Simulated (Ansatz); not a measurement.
# Hf (Hafnium): the cost of one run

Computed with Ansatz 0.2.0 (DFT r²SCAN, scalar-relativistic, plane waves, PAW (the target; the first runs use scalar-relativistic PBE), unless a step's input says otherwise).

## Step 1: The starting structure

The structure is hexagonal, space group P6_3/mmc (No. 194). The conventional cell has a = 3.197 Å, b = 3.197 Å, c = 5.058 Å, α = 90.00°, β = 90.00°, γ = 120.00°. Around Hf (site symmetry -6m2) lie 12 Hf at 3.13 to 3.20 Å.

Structure file:

```cif
data_structure
_symmetry_space_group_name_H-M 'P 1'
_symmetry_Int_Tables_number 1
_cell_length_a 3.1967
_cell_length_b 3.1967
_cell_length_c 5.0578
_cell_angle_alpha 90.000
_cell_angle_beta 90.000
_cell_angle_gamma 120.000
_cell_volume 44.76
loop_
_atom_site_label
_atom_site_type_symbol
_atom_site_fract_x
_atom_site_fract_y
_atom_site_fract_z
_atom_site_occupancy
Hf1 Hf 0.33333 0.66667 0.25000 1
Hf2 Hf 0.66667 0.33333 0.75000 1
```

## Step 2: Full relaxation (PBE, 8×8×4 mesh)

input.yaml

```yaml
crystal:
  lattice:
    - [3.1967, 0.0, 0.0]
    - [-1.59835, 2.7684234083, 0.0]
    - [0.0, 0.0, 5.0578]
  atoms:
    - { symbol: Hf, position: [0.3333333333, 0.6666666667, 0.25] }
    - { symbol: Hf, position: [0.6666666667, 0.3333333333, 0.75] }
basis:
  ecutwfc: 420
  ecutrho_ratio: 4
kpoints:
  mp_grid: { grid: [8, 8, 4] }
hamiltonian:
  xc: pbe
scf:
  occupations: { method: gaussian, width: 0.05 }
output:
  forces: true
  stress: true
  eigenvalues: true
relax:
  f_tol: 0.03
  max_steps: 60
  cell: { stress_tol: 0.3 }
```

The run is started by

```console
> ansatz run input.yaml --threads 1 --pin off --max-ram 2560MiB --backend cpu --events-out ev --progress --plain --runs-dir out
```

**Question.** How long does this run take on 1 thread of Intel Xeon Platinum 8259CL at 2.50GHz (Skylake/Cascade Lake), shared host, and how much memory does it need?

About 8.4 s, with a peak of 0.39 GiB.
